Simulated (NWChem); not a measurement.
# AlH2O2 (SMILES [OH][Al][OH]) at UB3LYP/def2-SVP (density fitting with ahlrichs coulomb fitting)

What is the electronic atomisation energy of AlH2O2 at UB3LYP/def2-SVP (density fitting with ahlrichs coulomb fitting)? 

Program for the calculation: NWChem 7.3.0.

### 1 The molecule

AlH2O2: 5 atoms, total charge 0, spin state doublet. As SMILES, `[OH][Al][OH]`. The shape is that of a PBE0-D4/def2-TZVP optimisation. This is one conformer, not always the lowest.

Bond lengths: O1–Al2 1.696 Å, Al2–O3 1.703 Å, O1–H4 0.958 Å, O3–H5 0.956 Å. Angles: O1–Al2–O3 119.0°, Al2–O1–H4 122.5°, Al2–O3–H5 123.1°.

### 2 The energy at UB3LYP/def2-SVP (density fitting with ahlrichs coulomb fitting) (run 1)

The input, alh2o2.nw:

```
start alh2o2
title "AlH2O2"
memory total 2200 mb
geometry units angstrom noautosym nocenter noautoz
O       -1.573500      -0.324600      -0.237500
Al       0.018500      -0.825100       0.065000
O        1.249400       0.348300       0.160000
H       -1.809700       0.595800      -0.359200
H        2.165100       0.131800       0.330400
end
basis spherical bse
* library def2-SVP
end
basis "cd basis" spherical
* library "ahlrichs coulomb fitting"
end
dft
xc b3lyp
mult 2
grid fine
convergence energy 1e-08
iterations 100
mulliken
noprint "final vectors analysis"
end
task dft
```

The run is started by

```bash
$ nwchem alh2o2.nw > alh2o2.out
```

The log of the run:

```text
[...]
          Wavefunction type:  spin polarized.
          No. of atoms     :     5
          No. of electrons :    31
[...]
          Charge           :     0
          Spin multiplicity:     2
[...]
          AO basis - number of functions:    56
[...]
              XC Information
              --------------
                         B3LYP Method XC Potential
                     Hartree-Fock (Exact) Exchange  0.200
                        Slater Exchange Functional  0.800 local
                    Becke 1988 Exchange Functional  0.720 non-local
              Lee-Yang-Parr Correlation Functional  0.810
                  VWN I RPA Correlation Functional  0.190 local
[...]
 d= 0,ls=0.0,diis     1   -393.8444955893 -4.87D+02  1.48D-02  2.48D-01     0.7
[...]
 d= 0,ls=0.0,diis    11   -393.9640749729 -3.44D-09  1.13D-07  5.24D-11     5.0
[...]
         Total DFT energy =     -393.964074972900
      One electron energy =     -732.393213790916
           Coulomb energy =      281.527473752875
    Exchange-Corr. energy =      -36.700712311981
 Nuclear repulsion energy =       93.602377377121
[...]
      Total Density - Mulliken Population Analysis
     ---------------------------------------------
    Atom       Charge   Shell Charges
 -----------   ------   -------------------------------------------------------
    1 O    8     8.45   1.99  1.07  0.64  2.89  1.86  0.01
    2 Al  13    12.47   2.00  1.98  0.82  0.27  5.92  0.73  0.46  0.29
    3 O    8     8.44   1.99  1.07  0.65  2.88  1.85  0.01
    4 H    1     0.82   0.68  0.08  0.07
    5 H    1     0.81   0.68  0.06  0.07
[...]
      <S2> =      0.7513 (Exact =     0.7500)
[...]
```

Run time: 5.7 s. Hardware: 1 thread of AMD EPYC 9R14 (Zen 4), shared host; peak memory 0.12 GiB.

### 3 The Al atom at the same level (run 2)

The input, input.nw:

```
start input
memory stack 880 mb heap 220 mb global 1100 mb
charge 0

geometry units bohr noautosym nocenter noautoz
  Al   0.00000000   0.00000000   0.00000000
end

basis spherical bse
  Al library def2-SVP
end

basis "cd basis" spherical
  Al library "ahlrichs coulomb fitting"
end

dft
  xc b3lyp
  mult 2
  grid fine
  convergence energy 1e-08
  iterations 100
  mulliken
  noprint "final vectors analysis"
end

task dft energy
```

Run the same way, it converges to -242.30159 Eh (log not shown).

Run 3 isn't shown in full; the table further down has it.

### 4 The O atom (run 4)

The input, o.nw:

```
echo
start o
memory total 2200 mb
charge 0
geometry noautosym nocenter noautoz
O     0.000000    0.000000    0.000000
end
basis spherical bse
* library def2-SVP
end
basis "cd basis" spherical
* library "ahlrichs coulomb fitting"
end
dft
xc b3lyp
mult 3
grid fine
convergence energy 1e-08
maxiter 100
mulliken
print low
end
task dft energy
```

Run the same way, it converges to -75.00080 Eh (log not shown).

### 5 The series

```csv
run,partner,energy (Eh),⟨S²⟩,wall time
1,base,-393.964075,0.751,5.7 s
2,atoms,-242.301588,0.752,0.88 s
3,atoms,-0.501260,0.750,0.64 s
4,atoms,-75.000798,2.002,0.72 s
```

### 6 Results

At UB3LYP/def2-SVP (density fitting with ahlrichs coulomb fitting):

```
                     quantity         value
         O atom: total energy  -75.00080 Eh
                 O atom: ⟨S²⟩         2.002
electronic atomisation energy     17.915 eV
```

What this shows: Taking the molecule apart into free atoms costs 17.92 eV (1729 kJ/mol), before zero-point energy and without spin-orbit coupling. All runs together took 8 s, the longest 5.7 s.
